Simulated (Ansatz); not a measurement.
# TiAl: the cost of one run

Computed with Ansatz 0.2.0 (DFT PBE, scalar-relativistic, plane waves, PAW, unless a step's input says otherwise).

6 further runs of the same task are left out: 6 set aside as unsound or not needed.

### Step 1. The structure to begin with

The structure is tetragonal, space group P4/mmm (No. 123). Conventional cell: a = 2.837 Å, b = 2.837 Å, c = 4.059 Å, α = 90.00°, β = 90.00°, γ = 90.00°. Around Ti (site symmetry 4/mmm) lie 4 Ti at 2.84 Å and 8 Al at 2.85 Å. Al (site symmetry 4/mmm) is surrounded by 4 Al at 2.84 Å and 8 Ti at 2.85 Å.

Coordinates:

```cif
data_structure
_symmetry_space_group_name_H-M 'P 1'
_symmetry_Int_Tables_number 1
_cell_length_a 2.8373
_cell_length_b 2.8373
_cell_length_c 4.0591
_cell_angle_alpha 90.000
_cell_angle_beta 90.000
_cell_angle_gamma 90.000
_cell_volume 32.68
loop_
_atom_site_label
_atom_site_type_symbol
_atom_site_fract_x
_atom_site_fract_y
_atom_site_fract_z
_atom_site_occupancy
Ti1 Ti 0.00000 0.00000 0.00000 1
Al1 Al 0.50000 0.50000 0.50000 1
```

The cell is the deposited one, not relaxed. An earlier run on this cell at PBE gave -0.74 GPa at 16.338 Å³/atom (12×12×8 mesh), no gap.

### Step 2. Bands on a fine mesh, Fermi surface

File input.yaml:

```yaml
crystal:
  lattice:
    - [2.8373012679, 0.0, 0.0]
    - [0.0, 2.8373012679, 0.0]
    - [0.0, 0.0, 4.0591018139]
  atoms:
    - { symbol: Ti, position: [0.0, 0.0, 0.0] }
    - { symbol: Al, position: [0.5, 0.5, 0.5] }
basis:
  ecutwfc: 420
  ecutrho_ratio: 4
kpoints:
  mp_grid: { grid: [12, 12, 8] }
hamiltonian:
  xc: pbe
scf:
  occupations: { method: gaussian, width: 0.05 }
output:
  forces: true
  stress: true
  eigenvalues: true
  eigenstates:
    nscf_kmesh: { grid: [22, 22, 16] }
    de_dk: true
    e_range: [-2.5, 2.5]
  write_density: true
  write_potential: true
  elf: true
  volumetric_format: npy
```

On the command line:

```console
$ ansatz run input.yaml --threads 4 --pin off --max-ram 9216MiB --backend cpu --events-out ev --progress --plain --runs-dir out
```

**Question.** How long does this run take on 4 threads of Arm Neoverse V1, shared host, and how much memory does it need?

About 3.9 s, with a peak of 0.46 GiB.
